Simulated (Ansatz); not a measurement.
Write the native input for Ansatz 0.2.0 that does the following.

```
Task                                : band structure
Functional                          : PBEsol
Potentials or basis                 : Ansatz PAW
Cutoff                              : 420 eV (not typed: the program's choice for these potentials)
k mesh                              : 7 × 7 × 7
Occupations                         : fermi-dirac, width 0.05 eV
Spin                                : no spin polarisation
Path                                : [["G", "X", "M", "G", "R", "X"], ["M", "R"]]
Points for each segment of the path : 14
```

HfRu3:

```xyz
4
Lattice="3.9558 0.0000 0.0000 0.0000 3.9558 0.0000 0.0000 0.0000 3.9558" Properties=species:S:1:pos:R:3 pbc="T T T"
Hf    0.0000    0.0000    0.0000
Ru    0.0000    1.9779    1.9779
Ru    1.9779    0.0000    1.9779
Ru    1.9779    1.9779    0.0000
```

The cell comes from a database or a generator and needn't be the stable form of this composition.

These files were run (other wordings do the same):

input.yaml

```yaml
crystal:
  lattice:
    - [3.955773, 0.0, 0.0]
    - [0.0, 3.955773, 0.0]
    - [0.0, 0.0, 3.955773]
  atoms:
    - { symbol: Hf, position: [0.0, 0.0, 0.0] }
    - { symbol: Ru, position: [0.0, 0.5, 0.5] }
    - { symbol: Ru, position: [0.5, 0.0, 0.5] }
    - { symbol: Ru, position: [0.5, 0.5, 0.0] }
hamiltonian:
  xc: pbesol
  pseudopotentials: { kind: paw }
kpoints:
  mp_grid: { grid: [7, 7, 7] }
  band_path:
    path:
      - [[0.0, 0.0, 0.0], [0.0, 0.5, 0.0], [0.5, 0.5, 0.0], [0.0, 0.0, 0.0], [0.5, 0.5, 0.5], [0.0, 0.5, 0.0]]
      - [[0.5, 0.5, 0.0], [0.5, 0.5, 0.5]]
    npoints: 14
scf:
  occupations: { method: fermi_dirac, width: 0.05 }
  n_extra_bands: 10
output:
  forces: true
  stress: true
  eigenvalues: true
  fatbands: true
```

Potentials or basis: Ansatz PAW.

The run is started by

```bash
$ ansatz run input.yaml --threads 2 --pin off --max-ram 5632MiB --backend cpu --events-out ev --progress --plain --runs-dir out
```

It gave:

The pressure is -9.6 GPa. The band gap on the k mesh is none (metal or under the smearing width).

Caveat: spin-orbit coupling is left out, which moves the levels of the heavy elements; the PAW data sets come from PBE, with cores solved anew for the run's functional, which leaves a small shift of forces and pressure.

Wall time 4.9 s on 2 threads of Intel(R) Xeon(R) Platinum 8488C (Sapphire Rapids), on a shared host, peak memory 0.45 GiB.
